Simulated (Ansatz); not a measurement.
# TlWCl6: the cost of one run

Computed with Ansatz 0.2.0 (DFT PBE, scalar-relativistic, plane waves, PAW, unless a step's input says otherwise).

1 further run of the same task is left out (it didn't finish). Runs told in other sessions of the task aren't counted.

## Step 1: The starting structure

The structure is trigonal, space group R-3 (No. 148). Conventional cell: a = 6.835 Å, b = 6.835 Å, c = 18.852 Å, α = 90.00°, β = 90.00°, γ = 120.00°. Tl (site symmetry -3) has 6 Cl at 3.30 Å in its first shell of neighbours. W (site symmetry -3) has 6 Cl at 2.34 Å in its first shell of neighbours. Cl (site symmetry 1) is surrounded by 1 W at 2.34 Å and 1 Tl at 3.30 Å.

Structure file:

```
Tl W Cl
1.0
     3.41737    1.97302    6.28384
    -3.41737    1.97302    6.28384
     0.00000   -3.94604    6.28384
Tl W Cl
1 1 6
Cartesian
  0.0000 0.0000 0.0000
  0.0000 0.0000 9.4258
  1.8881 -0.3356 8.0773
  -1.8881 0.3356 10.7742
  -0.6534 1.8030 8.0773
  0.6534 -1.8030 10.7742
  -1.2347 -1.4674 8.0773
  1.2347 1.4674 10.7742
```

It is the end of an earlier relaxation with the same method, from a generated guess; it needn't be the stable form of this composition. At a tolerance of 0.05 Å it has space group R-3 (No. 148); it has 31.78 Å³/atom, an uncorrected energy of -0.96 eV/atom over the elements and, on its mesh, gap none (metal).

## Step 2: The cell scaled to 0.97 of its volume

Contents of input.yaml:

```yaml
crystal:
  lattice:
    - [3.3828472493, 1.9530877535, 6.2203631115]
    - [-3.3828472493, 1.9530877535, 6.2203631115]
    - [0.0, -3.9061755565, 6.220363096]
  atoms:
    - { symbol: Tl, position: [0.0, 0.0, 0.0] }
    - { symbol: W, position: [0.5, 0.5, 0.5], spin: 0.63 }
    - { symbol: Cl, position: [0.6763758008, 0.1238705, 0.485169761] }
    - { symbol: Cl, position: [0.3236241992, 0.8761295, 0.514830239] }
    - { symbol: Cl, position: [0.485169761, 0.6763758008, 0.1238705] }
    - { symbol: Cl, position: [0.514830239, 0.3236241992, 0.8761295] }
    - { symbol: Cl, position: [0.1238705, 0.485169761, 0.6763758008] }
    - { symbol: Cl, position: [0.8761295, 0.514830239, 0.3236241992] }
basis:
  ecutwfc: 420
kpoints:
  mp_grid: { grid: [6, 6, 6] }
hamiltonian:
  xc: pbe
scf:
  occupations: { method: gaussian, width: 0.1 }
output:
  forces: true
  stress: true
  eigenvalues: true
  populations: true
magnetization:
  spin_polarized: true
relax:
  adjacent_minimum: "off"
  f_tol: 0.01
  max_steps: 30
  cell: { stress_tol: 0.1, fix: [volume] }
```

The run is started by

```console
$ ansatz run input.yaml --threads 4 --pin off --max-ram 8192MiB --backend cpu --events-out ev --progress --plain --runs-dir out
```

What time and memory should one allow on 4 threads of Intel Xeon Platinum 8259CL at 2.50GHz (Skylake/Cascade Lake), shared host?

About 82 s, with a peak of 1.2 GiB.
